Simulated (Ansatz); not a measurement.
# NiI2: the cost of one run

Computed with Ansatz 0.2.0 (DFT r²SCAN+U (U_eff = 2.5 eV on Ni d), plane waves, PAW, unless a step's input says otherwise).

### 1 The system as given

It takes space group R-3m (No. 166, trigonal). The conventional cell has a = 3.895 Å, b = 3.895 Å, c = 19.630 Å, α = 90.00°, β = 90.00°, γ = 120.00°. Ni (site symmetry -3m) has 6 I at 2.78 Å as nearest neighbours. I (site symmetry 3m) is surrounded by 3 Ni at 2.78 Å.

Coordinates:

```
Ni I
1.0
     1.94750    1.12439    6.54333
    -1.94750    1.12439    6.54333
     0.00000   -2.24878    6.54333
Ni I
1 2
Cartesian
  0.0000 0.0000 0.0000
  0.0000 0.0000 4.9075
  0.0000 0.0000 14.7225
```

Magnetic order typed: ferromagnetic.

### 2 From atoms, symmetry kept, no search

File input.yaml:

```yaml
crystal:
  lattice:
    - [1.94750011, 1.12438971, 6.5433296]
    - [-1.94750011, 1.12438971, 6.5433296]
    - [0.0, -2.24877942, 6.5433296]
  atoms:
    - { symbol: Ni, position: [0.0, 0.0, 0.0], spin: 2.0 }
    - { symbol: I, position: [0.25, 0.25, 0.25] }
    - { symbol: I, position: [0.75, 0.75, 0.75] }
basis:
  ecutwfc: 500
  ecutrho_ratio: 4
kpoints:
  mp_grid: { grid: [6, 6, 6] }
hamiltonian:
  xc: r2scan
  hubbard: { sites: [{ site: 0, l: d, u_eff: 2.5 }] }
scf:
  occupations: { method: gaussian, width: 0.05 }
  lower_state_search: "off"
  max_iter: 150
output:
  forces: true
  stress: true
  eigenvalues: true
  populations: true
  hubbard: { sites: [{ site: 0, l: d }] }
magnetization:
  spin_polarized: true
```

Started as:

```
> ansatz run input.yaml --threads 4 --pin off --max-ram 6144MiB --backend cpu --events-out ev --progress --plain --runs-dir out
```

Q: Estimate wall time and peak memory on 4 threads of Arm Neoverse V1, shared host.

About 16 s, with a peak of 0.8 GiB.
